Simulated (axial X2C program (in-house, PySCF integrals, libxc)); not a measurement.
**InBr: from the state search to constants**

Aim: find the lowest determinant of InBr, scan the bond at several levels and fit the constants, once spin-free and once with spin–orbit coupling.

The runs use an in-house X2C program for linear molecules on PySCF integrals; all-electron X2C, In dyall-cv3z, Br dyall-cv3z.

All values are calculated.

### Step 1. Set-up

The input, task.json:

```json
{
 "zs": [
  49,
  35
 ],
 "q": 0,
 "bas": [
  "dyall-cv3z",
  "dyall-cv3z"
 ],
 "levels": [
  "PBE0",
  "HF",
  "BP86"
 ],
 "cc": true,
 "r0": 2.56,
 "thr": -1.0,
 "nmax": 90,
 "npts": 10,
 "nst": 2,
 "ntry": 6
}
```

Keys: zs atomic numbers; q charge; bas basis sets; levels methods (HF also brings MP2); cc coupled cluster on or off; r0 starting distance in Å; thr threshold in hartree for freezing inner shells (an s shell follows its p shell); nmax most natural virtual spinors; npts points asked for on the curve; nst determinants followed; ntry starts of the search.

On the command line:

```sh
$ python so2c.py task.json out
```

Spin-free means the one-electron spin-free X2C Hamiltonian; two-component (2c) means X2C with spin–orbit coupling and atomic mean-field two-electron Coulomb and Gaunt terms. Basis: In dyall-cv3z contracted to [11s12p9d4f1g], Br dyall-cv3z contracted to [8s9p6d4f1g]; Gaussian nuclei, density fitting. Masses: In 114.904 u, Br 78.918 u.

Notation: σ, π±, δ± give the projection m of an orbital's angular momentum (0, ±1, ±2), α and β its spin, Λ and M_S the sums; ω is the projection of a spinor's total angular momentum and Ω the sum. Logs are in hartree.

After this run come: PBE0, spin-free; HF, spin-free; BP86, spin-free; Correlated methods, spin-free; PBE0, 2c; HF, 2c; BP86, 2c; Correlated methods, 2c.

What does the calculation give? Wanted: for each run, Hamiltonian; Re; ωe; De; μ.

As calculated:

Lowest determinant that the search found at its distance, spin-free: M_S = 0, Λ = 0 (closed shell).

Lowest determinant that the search found at its distance, 2c: Ω = 0 (closed shell).

| Hamiltonian | level | Re (Å) | ωe (cm⁻¹) | De (eV) | μ (D) |
| --- | --- | --- | --- | --- | --- |
| spin-free | PBE0 | 2.560 | 218.4 | 4.16 | -3.49 |
| spin-free | HF | 2.586 | 213.1 | 3.06 | -3.82 |
| spin-free | MP2 | 2.577 | 219.7 | 4.16 | n/a |
| spin-free | CCSD | 2.581 | 218.1 | 3.92 | n/a |
| spin-free | CCSD(T) | 2.581 | 218.4 | 4.02 | n/a |
| spin-free | BP86 | 2.585 | 210.3 | 4.22 | -3.47 |
| 2c | PBE0 | 2.561 | 218.2 | 3.97 | -3.47 |
| 2c | HF | 2.587 | 213.1 | 2.72 | -3.80 |
| 2c | MP2 | 2.578 | 219.6 | 3.87 | n/a |
| 2c | CCSD | 2.581 | 217.9 | 3.63 | n/a |
| 2c | CCSD(T) | 2.582 | 218.2 | 3.73 | n/a |
| 2c | BP86 | 2.586 | 209.9 | 4.02 | -3.45 |

Dipoles are positive if Br is the positive end.

What this shows: At CCSD(T), going from spin-free to two-component changes Re by +1 mÅ, ωe by -0.1 %, which is small (part of it comes from the scalar share of the two-electron terms). De moves by -0.29 eV; both De rest on single-determinant atoms, which can miss part of an open shell's spin–orbit lowering.

De refers to In + Br, each in the lowest determinant found, which need not be this curve's own limit. Each curve is one determinant whose occupation by symmetry is held fixed; it was picked as the lowest of a PBE0 search that is not exhaustive. The closed shell is kept restricted; where the fragments are open shells, the energy then runs too high at long range. Dissociation energies refer to the lowest single-determinant-based atoms at the same level and basis. CCSD and (T) use frozen natural virtuals with an MP2 correction for the truncation. With the outer-core shells frozen, correlated bond lengths of heavy atoms tend to come out a few hundredths of an ångström too long.
